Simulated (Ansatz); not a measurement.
This script drives the Python package of Ansatz (0.2.0).

Script `formation_li5mg.py`:
```python
"""Formation energy of Li5Mg from the elements, after relaxing atoms and volume at fixed cell shape."""

from collections import Counter
import warnings

import ansatz as az
import numpy as np
import pandas as pd

PHASES = {
    "Li5Mg": (
        [[3.062186, 0.0, 0.0], [-1.531093, 2.651931, 0.0], [0.0, 0.0, 15.32283]],
        [
            ("Li", [2 / 3, 1 / 3, 0.169763]),
            ("Li", [0.0, 0.0, 0.333367]),
            ("Li", [2 / 3, 1 / 3, 0.5]),
            ("Li", [0.0, 0.0, 0.666633]),
            ("Li", [2 / 3, 1 / 3, 0.830237]),
            ("Mg", [0.0, 0.0, 0.0]),
        ],
    ),
    "Li": (
        [[-1.75465, 1.75465, 1.75465], [1.75465, -1.75465, 1.75465], [1.75465, 1.75465, -1.75465]],
        [
            ("Li", [0.0, 0.0, 0.0]),
        ],
    ),
    "Mg": (
        [[3.2093, 0.0, 0.0], [-1.60465, 2.779335, 0.0], [0.0, 0.0, 5.2103]],
        [
            ("Mg", [1 / 3, 2 / 3, 0.25]),
            ("Mg", [2 / 3, 1 / 3, 0.75]),
        ],
    ),
}


def build(vectors, sites):
    crystal = az.Crystal(lattice=az.Lattice.of(vectors))
    for symbol, position in sites:
        crystal = crystal.atom(symbol, position)
    return crystal


def compute(name, crystal):
    calc = (
        crystal.calculation()
        .functional("lda")
        .basis(460)
        .kpoints(spacing=0.15)
        .occupations("fermi_dirac", width=0.1)
        .stress()
    )
    calc = calc.relax(force_tolerance=0.01, fix_cell=["shape"])
    return calc.run(threads=1)


def counts(outcome):
    return Counter(site.symbol for site in outcome.lattice.sites)

def formation_energy(outcome, mu):
    n = counts(outcome)
    return (outcome.report["energy_sigma0_ev"] - sum(k * mu[element] for element, k in n.items())) / sum(n.values())


def volume_per_atom(outcome):
    return abs(np.linalg.det(outcome.lattice.cell_ang)) / len(outcome.lattice.sites)

warnings.simplefilter("ignore")

phases = {name: build(*cell) for name, cell in PHASES.items()}

done = {}
for name, crystal in phases.items():
    done[name] = compute(name, crystal)
    print(f"{name}: {done[name].report['energy_sigma0_ev']:.4f} eV, {len(done[name].lattice.sites)} atoms")

# chemical potentials of the elements at zero temperature
references = {"Li": "Li", "Mg": "Mg"}
mu = {element: done[name].report["energy_sigma0_ev"] / len(done[name].lattice.sites) for element, name in references.items()}

target = done["Li5Mg"]
heat = formation_energy(target, mu)
rows = [(name, len(o.lattice.sites), volume_per_atom(o), formation_energy(o, mu)) for name, o in done.items()]
print(pd.DataFrame(rows, columns=["phase", "atoms", "V (A^3/atom)", "E_form (eV/atom)"]).round(4).to_string(index=False))
```

It is started by `python formation_li5mg.py`. How long does it take on 1 thread of Arm Neoverse V1, with other jobs on the host, and how much memory does it need?

It took about 75 s, with a peak of 0.53 GiB, for 3 runs of the engine.

```console
$ python formation_li5mg.py
Li5Mg: -2909.8669 eV, 6 atoms
Li: -201.6392 eV, 1 atoms
Mg: -3803.2008 eV, 2 atoms
phase  atoms  V (A^3/atom)  E_form (eV/atom)
Li5Mg      6       19.5101           -0.0118
   Li      1       19.0539            0.0000
   Mg      2       21.6432            0.0000
```

Reading the output:
- Absolute energies stand on the zero of these potentials, so only differences at equal settings mean something.
- Atoms and volume are relaxed with the cell's shape held, which in cells of lower than cubic symmetry can hide stresses and shift volumes.
- The cells come from databases of deposited and of computed structures, and not all need be stable phases.
- The compound is the structure given, not necessarily its lowest; energies are at zero temperature, with no correction for gases. A semilocal functional's error on such energies is often 0.05 to 0.1 eV an atom, and 0.1 to 0.3 eV against gases such as O2 or F2.
